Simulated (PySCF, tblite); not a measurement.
# C₆H₉NO: a rotation path, then NMR shifts on frames, part 2 of 2

tblite 0.8.0 and PySCF 2.14.0. Atoms count from 0.

## Step 5: Shielding tensors: image 6, PBE0/pcSseg-1

What the job is given:

```
{"job": {"kind": "nmr", "xc": "PBE0", "basis": "pcSseg-1", "pop": false}, "charge": 0, "multiplicity": 1}
C     -1.324700    -1.532200    -0.421500
C     -0.961300    -0.256200    -0.342500
C     -1.869800     0.836100    -0.835100
C      0.319400     0.168800     0.253000
C      0.417600     1.337400     0.892100
C      1.495900    -0.748200     0.062000
N      2.647700    -0.390100     0.682800
O      1.458600    -1.755200    -0.614500
H     -0.706800    -2.334500    -0.065800
H     -2.266900    -1.809800    -0.865500
H     -2.321300     1.368300     0.001800
H     -2.670800     0.415200    -1.436200
H     -1.316100     1.555400    -1.435500
H     -0.438100     1.977600     1.015900
H      1.324500     1.713000     1.333100
H      3.451200    -0.977200     0.538200
H      2.753700     0.443800     1.227800
```

Method: GIAO PBE0/pcSseg-1 NMR shielding, non-relativistic, gas phase.

What it wrote:

```text
coarse grid: 14248 points
cycle   1  E = -363.3159359270  dE =  1.267e+00  |g| = 8.830e-01  |ddm| = 3.828e+00
cycle   2  E = -362.7616321616  dE =  5.543e-01  |g| = 1.857e+00  |ddm| = 3.131e+00
cycle   3  E = -363.4660375584  dE = -7.044e-01  |g| = 2.574e-01  |ddm| = 2.544e+00
cycle   4  E = -363.4799955527  dE = -1.396e-02  |g| = 8.357e-02  |ddm| = 2.716e-01
cycle   5  E = -363.4812335699  dE = -1.238e-03  |g| = 3.189e-02  |ddm| = 7.220e-02
cycle   6  E = -363.4814670926  dE = -2.335e-04  |g| = 7.465e-03  |ddm| = 3.334e-02
cycle   7  E = -363.4814796388  dE = -1.255e-05  |g| = 3.325e-03  |ddm| = 9.317e-03
cycle   8  E = -363.4814821458  dE = -2.507e-06  |g| = 5.638e-04  |ddm| = 2.584e-03
final grid: 137800 points
cycle   9  E = -363.5374278494  dE = -3.366e-05  |g| = 1.208e-02  |ddm| = 3.732e-02
cycle  10  E = -363.5373629165  dE =  6.493e-05  |g| = 2.206e-02  |ddm| = 2.832e-02
cycle  11  E = -363.5374566769  dE = -9.376e-05  |g| = 3.022e-03  |ddm| = 2.061e-02
cycle  12  E = -363.5374586825  dE = -2.006e-06  |g| = 2.326e-04  |ddm| = 3.005e-03
cycle  13  E = -363.5374586885  dE = -6.000e-09  |g| = 1.793e-04  |ddm| = 3.598e-04
cycle  14  E = -363.5374586968  dE = -8.277e-09  |g| = 4.362e-05  |ddm| = 1.946e-04
cycle  15  E = -363.5374586972  dE = -4.650e-10  |g| = 1.448e-05  |ddm| = 5.751e-05
converged SCF energy = -363.5374586972

GIAO shielding tensors (ppm)
atom      isotropic    diamagn.    paramagn.     s11        s22        s33       span
  0 C       54.229     252.942    -198.712    -50.465     58.680    154.472    204.936
  1 C       45.129     258.674    -213.545    -70.728     51.500    154.616    225.343
  2 C      160.182     247.318     -87.137    138.677    157.630    184.239     45.562
  3 C       37.506     261.421    -223.915    -74.275     43.987    142.807    217.082
  4 C       66.160     255.396    -189.236    -38.992     70.309    167.161    206.153
  5 C       21.083     243.049    -221.966    -72.838     39.464     96.622    169.461
  6 N      162.201     323.638    -161.437     69.173    173.329    244.100    174.926
  7 O      -94.685     403.650    -498.334   -419.386   -212.978    348.309    767.695
  8 H       25.574      32.507      -6.933     21.456     24.938     30.328      8.872
  9 H       25.800      30.689      -4.889     22.822     25.212     29.365      6.543
 10 H       29.365      29.868      -0.503     25.510     28.142     34.443      8.933
 11 H       29.747      29.490       0.258     25.745     28.697     34.800      9.055
 12 H       30.088      30.319      -0.231     26.500     28.788     34.976      8.476
 13 H       26.060      32.856      -6.797     23.256     24.405     30.519      7.263
 14 H       26.085      33.535      -7.449     23.384     25.350     29.522      6.138
 15 H       27.043      29.916      -2.873     22.940     23.353     34.837     11.897
 16 H       25.897      34.509      -8.613     19.367     26.361     31.962     12.595
```

Run time: 39 s. Hardware: 1 thread of Arm Neoverse N1, shared host; peak memory 0.84 GiB.

In short: δ C5 165.8, C3 149.4, C1 141.8, C0 132.7, H8 6.14, H9 5.92 ppm.

## Step 6: NMR shieldings: image 7, PBE0/pcSseg-1

What the job is given:

```
{"job": {"kind": "nmr", "xc": "PBE0", "basis": "pcSseg-1", "pop": false}, "charge": 0, "multiplicity": 1}
C     -1.238000    -1.533300    -0.357700
C     -0.952200    -0.235400    -0.328800
C     -1.942100     0.799000    -0.780100
C      0.348300     0.251400     0.156400
C      0.508200     1.450000     0.719100
C      1.538900    -0.626200    -0.099400
N      2.493200    -0.584700     0.864200
O      1.667100    -1.304500    -1.095800
H     -0.541200    -2.284400    -0.032100
H     -2.190600    -1.886400    -0.716000
H     -2.339000     1.351000     0.071300
H     -2.772600     0.326400    -1.297000
H     -1.464500     1.509500    -1.452300
H     -0.321000     2.114900     0.884800
H      1.472400     1.820600     1.024300
H      3.340100    -1.109500     0.725100
H      2.385700    -0.046400     1.704100
```

Level: GIAO PBE0/pcSseg-1 NMR shielding, non-relativistic, gas phase.

What it wrote:

```text
coarse grid: 14248 points
cycle   1  E = -363.3211878435  dE =  1.260e+00  |g| = 8.784e-01  |ddm| = 3.813e+00
cycle   2  E = -362.7911536627  dE =  5.300e-01  |g| = 1.835e+00  |ddm| = 2.902e+00
cycle   3  E = -363.4698970865  dE = -6.787e-01  |g| = 2.507e-01  |ddm| = 2.306e+00
cycle   4  E = -363.4831837885  dE = -1.329e-02  |g| = 7.907e-02  |ddm| = 2.643e-01
cycle   5  E = -363.4842907584  dE = -1.107e-03  |g| = 2.939e-02  |ddm| = 6.570e-02
cycle   6  E = -363.4844847503  dE = -1.940e-04  |g| = 6.764e-03  |ddm| = 3.010e-02
cycle   7  E = -363.4844945082  dE = -9.758e-06  |g| = 3.151e-03  |ddm| = 8.475e-03
final grid: 137800 points
cycle   8  E = -363.5403580947  dE = -2.272e-05  |g| = 1.505e-02  |ddm| = 3.788e-02
cycle   9  E = -363.5402469270  dE =  1.112e-04  |g| = 2.830e-02  |ddm| = 3.501e-02
cycle  10  E = -363.5404036168  dE = -1.567e-04  |g| = 3.064e-03  |ddm| = 2.451e-02
cycle  11  E = -363.5404056181  dE = -2.001e-06  |g| = 4.402e-04  |ddm| = 3.029e-03
cycle  12  E = -363.5404056555  dE = -3.742e-08  |g| = 2.249e-04  |ddm| = 5.596e-04
cycle  13  E = -363.5404056684  dE = -1.290e-08  |g| = 5.788e-05  |ddm| = 2.452e-04
cycle  14  E = -363.5404056692  dE = -7.544e-10  |g| = 1.567e-05  |ddm| = 6.319e-05
converged SCF energy = -363.5404056692

GIAO shielding tensors (ppm)
atom      isotropic    diamagn.    paramagn.     s11        s22        s33       span
  0 C       57.013     253.604    -196.591    -48.931     66.518    153.450    202.382
  1 C       40.616     258.743    -218.127    -77.099     41.853    157.094    234.193
  2 C      161.466     247.022     -85.556    142.676    156.877    184.845     42.169
  3 C       30.506     262.469    -231.963    -78.024     34.145    135.396    213.421
  4 C       67.479     254.879    -187.399    -35.358     71.521    166.275    201.633
  5 C       16.159     245.106    -228.947    -77.525     29.898     96.104    173.629
  6 N      153.170     324.225    -171.055     63.334    154.666    241.510    178.176
  7 O      -97.237     402.828    -500.065   -416.949   -216.815    342.054    759.004
  8 H       26.211      32.493      -6.283     22.941     25.024     30.667      7.726
  9 H       25.904      30.711      -4.807     22.995     25.309     29.407      6.412
 10 H       29.394      29.802      -0.408     25.503     28.151     34.528      9.025
 11 H       29.701      29.278       0.423     25.758     28.577     34.769      9.011
 12 H       29.937      30.034      -0.097     26.421     28.538     34.853      8.433
 13 H       26.264      32.984      -6.720     23.273     25.296     30.223      6.951
 14 H       26.048      32.327      -6.279     22.820     25.809     29.514      6.694
 15 H       27.104      30.145      -3.042     22.805     23.540     34.966     12.161
 16 H       26.256      34.181      -7.925     21.282     26.166     31.320     10.038
```

Wall time 39 s (1 thread of Arm Neoverse N1, shared host); peak memory 0.85 GiB.

This run: δ C5 170.8, C3 156.4, C1 146.3, C0 129.9, H9 5.81, H14 5.67 ppm.

## Step 7: NMR shieldings: image 8, PBE0/pcSseg-1

What the job is given:

```
{"job": {"kind": "nmr", "xc": "PBE0", "basis": "pcSseg-1", "pop": false}, "charge": 0, "multiplicity": 1}
C     -1.090400    -1.516200    -0.581900
C     -0.904600    -0.213900    -0.373800
C     -2.039000     0.761900    -0.489800
C      0.409900     0.318800    -0.004700
C      0.638400     1.586200     0.342800
C      1.584900    -0.617200    -0.066800
N      2.255100    -0.720100     1.107600
O      1.930000    -1.211200    -1.063100
H     -0.290800    -2.231200    -0.509400
H     -2.056700    -1.905700    -0.854700
H     -2.230000     1.245100     0.467600
H     -2.945000     0.251700    -0.805000
H     -1.800000     1.532700    -1.220300
H     -0.137400     2.330900     0.373400
H      1.631200     1.928300     0.585100
H      3.075600    -1.301900     1.152500
H      1.961800    -0.226100     1.930600
```

Level: GIAO PBE0/pcSseg-1 NMR shielding, non-relativistic, gas phase.

What it wrote:

```text
coarse grid: 14248 points
cycle   1  E = -363.3255221662  dE =  1.257e+00  |g| = 8.718e-01  |ddm| = 3.851e+00
cycle   2  E = -362.8221763036  dE =  5.033e-01  |g| = 1.808e+00  |ddm| = 2.708e+00
cycle   3  E = -363.4711271156  dE = -6.490e-01  |g| = 2.477e-01  |ddm| = 2.108e+00
cycle   4  E = -363.4841525153  dE = -1.303e-02  |g| = 7.472e-02  |ddm| = 2.596e-01
cycle   5  E = -363.4851371960  dE = -9.847e-04  |g| = 2.807e-02  |ddm| = 6.030e-02
cycle   6  E = -363.4853120857  dE = -1.749e-04  |g| = 6.173e-03  |ddm| = 2.721e-02
cycle   7  E = -363.4853197607  dE = -7.675e-06  |g| = 3.146e-03  |ddm| = 7.942e-03
final grid: 137800 points
cycle   8  E = -363.5427212238  dE = -3.245e-05  |g| = 1.503e-02  |ddm| = 4.467e-02
cycle   9  E = -363.5426113958  dE =  1.098e-04  |g| = 2.810e-02  |ddm| = 3.487e-02
cycle  10  E = -363.5427671535  dE = -1.558e-04  |g| = 3.023e-03  |ddm| = 2.404e-02
cycle  11  E = -363.5427690697  dE = -1.916e-06  |g| = 4.178e-04  |ddm| = 2.811e-03
cycle  12  E = -363.5427690992  dE = -2.948e-08  |g| = 2.539e-04  |ddm| = 5.896e-04
cycle  13  E = -363.5427691159  dE = -1.673e-08  |g| = 5.836e-05  |ddm| = 2.792e-04
cycle  14  E = -363.5427691167  dE = -7.701e-10  |g| = 1.677e-05  |ddm| = 6.406e-05
converged SCF energy = -363.5427691167

GIAO shielding tensors (ppm)
atom      isotropic    diamagn.    paramagn.     s11        s22        s33       span
  0 C       57.262     254.664    -197.401    -45.211     65.541    151.457    196.668
  1 C       41.917     259.117    -217.200    -74.880     39.185    161.446    236.326
  2 C      164.538     247.213     -82.675    152.243    157.118    184.253     32.011
  3 C       30.037     262.725    -232.688    -76.798     28.684    138.226    215.024
  4 C       68.934     254.351    -185.417    -28.928     69.855    165.875    194.803
  5 C       14.187     246.023    -231.836    -78.985     26.343     95.203    174.188
  6 N      147.189     324.086    -176.898     56.394    145.225    239.948    183.554
  7 O      -97.862     402.004    -499.867   -413.100   -216.514    336.027    749.127
  8 H       25.792      32.581      -6.790     23.018     24.442     29.915      6.897
  9 H       25.953      30.832      -4.880     23.437     24.954     29.468      6.031
 10 H       29.683      30.220      -0.537     25.787     28.341     34.920      9.133
 11 H       29.744      29.220       0.524     25.780     28.685     34.767      8.987
 12 H       29.791      29.817      -0.026     26.075     28.116     35.182      9.107
 13 H       26.352      32.880      -6.528     23.765     25.295     29.996      6.231
 14 H       26.197      31.174      -4.978     23.592     25.288     29.710      6.118
 15 H       27.137      30.409      -3.273     22.501     23.935     34.974     12.473
 16 H       26.537      33.993      -7.456     22.050     26.182     31.381      9.332
```

It took 41 s on 1 thread of Arm Neoverse N1, shared host; peak memory 0.85 GiB.

This run: δ C5 172.7, C3 156.9, C1 145.0, C0 129.7, H8 5.93, H9 5.76 ppm.

## Step 8: Side by side: NMR shifts

Shifts (ppm) of some atoms, chosen among heavy atoms and hydrogens apart, with basis size and wall time:

```
  frame     C3     C1     C4   H14   H16     N6     O7  functions  time
image 0  153.7  151.4  128.9  6.44  5.20  118.3  414.6        181  40 s
image 3  158.7  144.9  119.0  5.55  4.81  120.1  423.3        181  39 s
image 6  149.4  141.8  120.8  5.63  5.82  105.5  430.8        181  39 s
image 7  156.4  146.3  119.4  5.67  5.46  114.6  433.3        181  39 s
image 8  156.9  145.0  118.0  5.52  5.18  120.5  433.9        181  41 s
```

## Step 9: Results

What follows sums up all 2 parts.

| quantity | value |
| --- | --- |
| barrier | 0.130 eV (3.0 kcal/mol) at image 6 |
| end to end (GFN2-xTB) | 0.019 eV |
| 13C shifts against TMS (PBE0/pcSseg-1, image 0) | 169.5, 153.7, 151.4, 128.9, 124.5, 25.4 ppm |
| 1H shifts against TMS (PBE0/pcSseg-1, image 0) | 6.44, 5.65, 5.61, 5.50, 5.20, 4.67, 2.56, 1.99, 1.80 ppm |
| 15N shifts against NH3 (PBE0/pcSseg-1, image 0) | 118.3 ppm |
| 17O shifts against H2O (PBE0/pcSseg-1, image 0) | 414.6 ppm |
| range of the shift of O7 | 414.6 to 433.9 ppm |

What this shows: Along the band the dihedral turns by 202°, and the top (dihedral 184°) lies 3.0 kcal/mol above the start (GFN2-xTB, rough), so at room temperature this motion is fast. Ends this close can change order at a higher level. The top was not checked by a frequency run. Shifts at one fixed geometry are not the observed spectrum, which averages over the motion. In the first frame run (image 0): The widest tensor belongs to O7: span 691 ppm, with a paramagnetic part of -478 ppm. In ppm, O7 moves most: its shift spreads over 19.3 ppm, from 414.6 (image 0) to 433.9 (image 8).
